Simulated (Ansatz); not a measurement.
# CuSF4: the cost of one run

Computed, not measured: Ansatz 0.2.0, DFT, r2SCAN, no spin polarisation, plane waves, PAW.

## (1) The system as given

Symmetry: I4/mcm, No. 140, tetragonal system. The conventional cell has a = 5.230 Å, b = 5.230 Å, c = 10.037 Å, α = 90.00°, β = 90.00°, γ = 90.00°. Around S (site symmetry 422) lie 8 F at 2.28 Å. Cu (site symmetry mmm) is surrounded by 4 F at 1.83 Å. F (site symmetry m) has 1 Cu at 1.83 Å as nearest neighbours.

As a file:

```cif
data_structure
_symmetry_space_group_name_H-M 'P 1'
_symmetry_Int_Tables_number 1
_cell_length_a 5.2295
_cell_length_b 5.2295
_cell_length_c 6.2337
_cell_angle_alpha 65.200
_cell_angle_beta 65.200
_cell_angle_gamma 90.000
_cell_volume 137.24
loop_
_atom_site_label
_atom_site_type_symbol
_atom_site_fract_x
_atom_site_fract_y
_atom_site_fract_z
_atom_site_occupancy
S1 S 0.25000 0.25000 0.50000 1
S2 S 0.75000 0.75000 0.50000 1
Cu1 Cu 0.50000 0.00000 0.00000 1
Cu2 Cu 0.00000 0.50000 0.00000 1
F1 F 0.80380 0.30380 0.74380 1
F2 F 0.30380 0.45240 0.74380 1
F3 F 0.45240 0.95240 0.74380 1
F4 F 0.95240 0.80380 0.74380 1
F5 F 0.69620 0.54760 0.25620 1
F6 F 0.19620 0.69620 0.25620 1
F7 F 0.04760 0.19620 0.25620 1
F8 F 0.54760 0.04760 0.25620 1
```

The first density is read from a saved solution for the starting cell.

## (2) The relaxation

input.yaml

```yaml
crystal:
  lattice:
    - [0.0, 5.229501, 0.0]
    - [5.229501, 0.0, 0.0]
    - [2.61475, 2.61475, -5.018453]
  atoms:
    - { symbol: S, position: [0.25, 0.25, 0.5] }
    - { symbol: S, position: [0.75, 0.75, 0.5] }
    - { symbol: Cu, position: [0.5, 0.0, 0.0] }
    - { symbol: Cu, position: [0.0, 0.5, 0.0] }
    - { symbol: F, position: [0.8038, 0.3038, 0.7438] }
    - { symbol: F, position: [0.3038, 0.4524, 0.7438] }
    - { symbol: F, position: [0.4524, 0.9524, 0.7438] }
    - { symbol: F, position: [0.9524, 0.8038, 0.7438] }
    - { symbol: F, position: [0.6962, 0.5476, 0.2562] }
    - { symbol: F, position: [0.1962, 0.6962, 0.2562] }
    - { symbol: F, position: [0.0476, 0.1962, 0.2562] }
    - { symbol: F, position: [0.5476, 0.0476, 0.2562] }
  symmetry: { tolerance: 0.0003 }
kpoints:
  mp_grid: { grid: [4, 4, 4], shift: [0, 0, 0] }
magnetization:
  spin_polarized: false
scf:
  occupations: { method: cold, width: 0.0418 }
  lower_state_search: "off"
hamiltonian:
  pseudopotentials: { kind: paw }
  xc: r2scan
basis:
  ecutwfc: 500
  fft_grid_basis: typed
relax:
  max_steps: 40
  cell: { p_target: 0.0 }
output:
  forces: true
  stress: true
  eigenvalues: true
  bader: true
  populations: true
  elf: true
  write_potential: true
  volumetric_format: npy
  dos:
    e_range: [-12, 8]
    de: 0.05
    projected: { site_lists: { Cu: [Cu], F: [F], S: [S] } }
checkpoint:
  read: saved_state
```

Run with:

```
> ansatz run input.yaml --threads 2 --pin off --max-ram 2560MiB --backend cpu --events-out ev --progress --plain --runs-dir out
```

What time and memory should one allow on 2 threads of Arm Neoverse V1, shared host?

About 1.9 min, with a peak of 0.84 GiB.
